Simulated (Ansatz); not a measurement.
Predict the output of the script below (Ansatz 0.2.0, Python API).

`run_drho.py`:
```python
# -*- coding: utf-8 -*-
"""Density difference of In2Bi against its sublattices."""

import warnings

import ansatz as az
import numpy as np

vectors0 = np.array([
    [0.0, 2.61847, 7.38971],
    [2.23012, 0.0, 7.38971],
    [2.23012, 2.61847, 0.0],
])
sites = [
    ("In", (0.3297, 0.3297, 0.6703)),
    ("In", (0.6703, 0.6703, 0.3297)),
    ("Bi", (0.0, 0.0, 0.0)),
]


def crystal_on(cell):
    crystal = az.Crystal(lattice=az.Lattice.of(cell))
    for symbol, position in sites:
        crystal = crystal.atom(symbol, position)
    return crystal


def main():
    warnings.simplefilter("ignore", az.DeckWarning)

    # same cell, cutoff and mesh for the crystal and its parts
    def solve(crystal):
        return (
            crystal.calculation()
            .occupations(az.OccupationsMethod.FERMI_DIRAC, width=100 * az.meV)
            .scf(tolerance=1e-05)
            .functional("PBEsol")
            .basis(460, grid_basis="typed")
            .kpoints(9, 9, 9)
            .density()
            .run(threads=1)
        )


    whole = solve(crystal_on(vectors0))
    difference = whole.density().channels[0].density_e_per_ang3.copy()
    binding = whole.report["free_energy_ev"]
    for element in ["In", "Bi"]:
        part = az.Crystal(lattice=az.Lattice.of(vectors0))
        for symbol, position in sites:
            if symbol == element:
                part = part.atom(symbol, position)
        alone = solve(part)
        difference -= alone.density().channels[0].density_e_per_ang3
        binding -= alone.report["free_energy_ev"]
        print(f"{element} sublattice: {alone.report['n_electrons']:g} electrons, {alone.report['n_iterations']} iterations")

    voxel = abs(np.linalg.det(vectors0)) / difference.size
    print(f"energy of the crystal less its unpolarised sublattices: {binding / len(sites):.4f} eV/atom")
    print(f"net charge of the difference {difference.sum() * voxel:.5f} e, charge rearranged {0.5 * np.abs(difference).sum() * voxel:.3f} e")
    print(f"extremes {difference.min():.4f} and {difference.max():.4f} e/A^3")
    for (symbol, position) in sites:
        index = tuple(int(round(p * n)) % n for p, n in zip(position, difference.shape))
        print(f"  change of the pseudo-density at the grid point nearest {symbol}: {difference[index]:+.4f} e/A^3")
    profile = difference.mean(axis=(0, 1))
    print("planar mean along the third vector:", np.round(profile[:: max(len(profile) // 12, 1)], 4))


if __name__ == "__main__":
    main()
```

```console
$ python run_drho.py
In sublattice: 26 electrons, 6 iterations
Bi sublattice: 15 electrons, 6 iterations
energy of the crystal less its unpolarised sublattices: -0.5958 eV/atom
net charge of the difference -0.00000 e, charge rearranged 0.208 e
extremes -0.0186 and 0.0217 e/A^3
  change of the pseudo-density at the grid point nearest In: +0.0070 e/A^3
  change of the pseudo-density at the grid point nearest In: +0.0070 e/A^3
  change of the pseudo-density at the grid point nearest Bi: -0.0085 e/A^3
planar mean along the third vector: [ 0.0002  0.0004  0.0007  0.0006  0.     -0.0008 -0.0014 -0.0012 -0.0004
  0.0004  0.0008  0.0006  0.0002]
```

What to keep in mind:
- These settings explore the input space; cutoff and mesh may be short of convergence.
- The mesh is modest for a metal, so energies can be off by several to tens of meV an atom and pressures by half a GPa or more; differences at equal mesh fare better.
- Spin-orbit coupling, which matters for elements this heavy, is left out.
- The fields are valence quantities on the plane-wave grid; their values near the nuclei depend on the potentials.
- The structure comes from a database of computed cells and needn't be a stable or known phase.
- Charge moved counts every rearrangement, bonding and polarisation too, and is no transfer between atoms; the bare sublattices are artificial references. Values near the nuclei depend on the potentials.
- Timing: 45 s on 1 thread of Arm Neoverse N1 (shared host), peak memory 0.59 GiB.
